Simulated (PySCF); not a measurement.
# TiCl₂: structure of the singlet

The task is one start of a wider search on TiCl₂: the singlet, from a bent start. It is relaxed, tested by its Hessian and followed downhill if it is a saddle.

Method: PBE0, basis Ti def2-SVP, Cl def2-SVP, no relativity, density fitting; program: PySCF 2.14.0.

## Step 1: Starting geometry

3 atoms, charge 0, spin multiplicity 1.

Bond lengths: Ti1–Cl2 2.350 Å, Ti1–Cl3 2.350 Å. Angles: Cl2–Ti1–Cl3 110.0°.

```xyz
3
charge 0 multiplicity 1
Ti    0.0000    0.0000   -0.7997
Cl    1.9250    0.0000    0.5482
Cl   -1.9250    0.0000    0.5482
```

## Step 2: Relaxation: bent start, singlet

The steps below are one call of a driver around PySCF. For each, scf.py gives the equivalent set-up of the SCF; relaxations use the driver's own optimiser. Before each start the driver seeks the lowest SCF state from one or more starting densities and follows internal instabilities, so scf.py alone need not reach the same state.

The program finds C2v symmetry in the start, which this walk keeps. Threshold on the gradient: 0.0003 Eh/bohr, with a further test on the energy change.

File scf.py:

```python
from pyscf import gto, scf, dft
mol = gto.M(atom='''
Ti     0.000000     0.000000    -0.799665
Cl     1.925000    -0.000000     0.548235
Cl    -1.925000     0.000000     0.548235''',
    basis={'Ti': 'def2-SVP', 'Cl': 'def2-SVP'},
    charge=0, spin=0)
mf = dft.RKS(mol, xc='PBE0')
mf.grids.atom_grid = (50, 194)
aux = {'Ti': 'def2-universal-JKFIT', 'Cl': 'def2-universal-JKFIT'}
mf = mf.density_fit(auxbasis=aux)
mf.kernel()
```

The optimiser's trace:

```csv
step,energy (Eh),change (kJ/mol),largest symmetric gradient (Eh/bohr)
0,-1768.994022,0.00,0.04831
1,-1769.005327,-29.68,0.02799
2,-1769.009182,-39.80,0.00978
3,-1769.009853,-41.56,0.00253
4,-1769.009914,-41.72,0.00121
5,-1769.009992,-41.93,0.00043
6,-1769.009998,-41.95,0.00009
7,-1769.009998,-41.95,0.00001
```

The walk needed 4.4 s of wall time on 4 threads, shared host.

It settles in C2v symmetry, 41.9 kJ/mol below the start, after 7 steps: Ti–Cl 2.177 Å (×2); Cl–Ti–Cl 125.1°.

## Step 3: Frequencies

The point is checked on the finer grid, and tightened if its gradient asks for it. The Hessian and the dipole derivatives come from central differences of analytic gradients, with steps of 0.01 bohr.

scf.py: that of step 2 with these lines changed.

```diff
@@ -3,3 +3,3 @@
-Ti     0.000000     0.000000    -0.799665
-Cl     1.925000    -0.000000     0.548235
-Cl    -1.925000     0.000000     0.548235''',
+Ti     0.000000     0.000000    -0.602369
+Cl     1.926790    -0.000000     0.411701
+Cl    -1.926790     0.000000     0.411701''',
@@ -9 +9 @@
-mf.grids.atom_grid = (50, 194)
+mf.grids.atom_grid = (75, 302)
```

The driver hands on the density of the step before, so the log starts near convergence.

Log of the central SCF (cycles and frontier levels):

```text
init E= -1769.01005840158
  HOMO = -0.195419899797197  LUMO = -0.1120102481426  gap/eV = 2.26969
cycle= 1 E= -1769.01005839317  delta_E= 8.4e-09  |g|= 0.000174  |ddm|= 0.000306
  HOMO = -0.19550057824872  LUMO = -0.112094331785405  gap/eV = 2.26960
cycle= 2 E= -1769.01005832884  delta_E= 6.43e-08  |g|= 0.000462  |ddm|= 0.000741
  HOMO = -0.195442569231312  LUMO = -0.112033348696905  gap/eV = 2.26968
cycle= 3 E= -1769.01005840377  delta_E= -7.49e-08  |g|= 9.85e-06  |ddm|= 0.000558
  HOMO = -0.195446116874847  LUMO = -0.112036055226524  gap/eV = 2.26970
cycle= 4 E= -1769.01005840425  delta_E= -4.86e-10  |g|= 7.44e-06  |ddm|= 0.000145
  HOMO = -0.195454929744774  LUMO = -0.112042562649052  gap/eV = 2.26977
cycle= 5 E= -1769.01005840479  delta_E= -5.37e-10  |g|= 9.67e-07  |ddm|= 0.000378
  HOMO = -0.195454998218799  LUMO = -0.11204258603861  gap/eV = 2.26977
cycle= 6 E= -1769.01005840479  delta_E= 4.55e-12  |g|= 2.28e-07  |ddm|= 7.26e-06
  HOMO = -0.195454909872489  LUMO = -0.112042494798874  gap/eV = 2.26977
Extra cycle  E= -1769.01005840479  delta_E= -3.87e-12  |g|= 4.24e-07  |ddm|= 8.27e-07
converged SCF energy = -1769.01005840479
```

The whole step took 7.9 s.

Geometry: C2v; Ti–Cl 2.177 Å (×2); Cl–Ti–Cl 124.5°.

Modes, for the most abundant isotopes:

```json
{"symmetry": "a1", "ω (cm⁻¹)": "86", "IR (km/mol)": "3.6", "μ (u)": "38.26"}
{"symmetry": "a1", "ω (cm⁻¹)": "399", "IR (km/mol)": "73.8", "μ (u)": "37.79"}
{"symmetry": "b2", "ω (cm⁻¹)": "495", "IR (km/mol)": "123", "μ (u)": "40.87"}
```

No imaginary mode, so this is a minimum.

Constants and moments:

```
Dipole moment                                                   : 3.48 D
Highest occupied level                                          : -5.32 eV
Lowest empty level                                              : -3.05 eV
Rotational constants                                            : 0.5763, 0.06493, 0.05835 cm⁻¹
Zero-point energy                                               : 5.9 kJ/mol
Principal polarisabilities                                      : 56.4, 66.9, 69.7 bohr³
Atomisation energy without zero-point energy                    : 788 kJ/mol
Principal traceless quadrupole moments about the centre of mass : -8.13, -0.90, 9.02 D Å
Entropy at 298.15 K and 1 bar                                   : 294.4 J/(mol K)
Heat capacity Cp at 298.15 K                                    : 52.9 J/(mol K)
Enthalpy at 298.15 K above 0 K                                  : 13.33 kJ/mol
Rotational symmetry number                                      : 2
```

Charges (e) and bond orders:

```tsv
atom	Mulliken	Löwdin	polar tensor	Mayer order to Ti1
Ti1	0.52	0.01	1.27	–
Cl2,3	-0.26	0.00	-0.64	1.27
```

Mulliken populations on Ti1: s 6.77, p 12.35, d 2.34, f 0.02.

## Step 4: Would spin polarisation lower it?

At the lowest minimum the closed shell is tested against spin polarisation, on the (50, 194) grid. It is unstable: an open-shell solution lies lower. That solution was not followed to a minimum here.

## Step 5: Summary of results

| quantity | value |
| --- | --- |
| minimum | singlet, C2v (closed shell, unstable towards spin polarisation) |
| geometry | Ti–Cl 2.177 Å (×2); Cl–Ti–Cl 124.5° |
| wavenumbers (cm⁻¹) | 86 (a1), 399 (a1), 495 (b2) |
| dipole moment | 3.48 D |
| highest occupied, lowest empty level | -5.32, -3.05 eV |
| polar-tensor charge of Ti1 | +1.27 e |
| zero-point energy | 5.9 kJ/mol |

**Reading.** The bent start keeps its C2v symmetry and ends in a minimum. The strongest infrared band lies at 495 cm⁻¹ (b2, stretch). Only this shape and spin were tried, so other structures or states may lie lower. Modes under about 90 cm⁻¹ are uncertain by tens of cm⁻¹. A stability analysis at the minimum finds the closed shell unstable towards spin polarisation: an open-shell solution lies lower, and these values are not those of the lowest state.

The search up to here took 16 s.
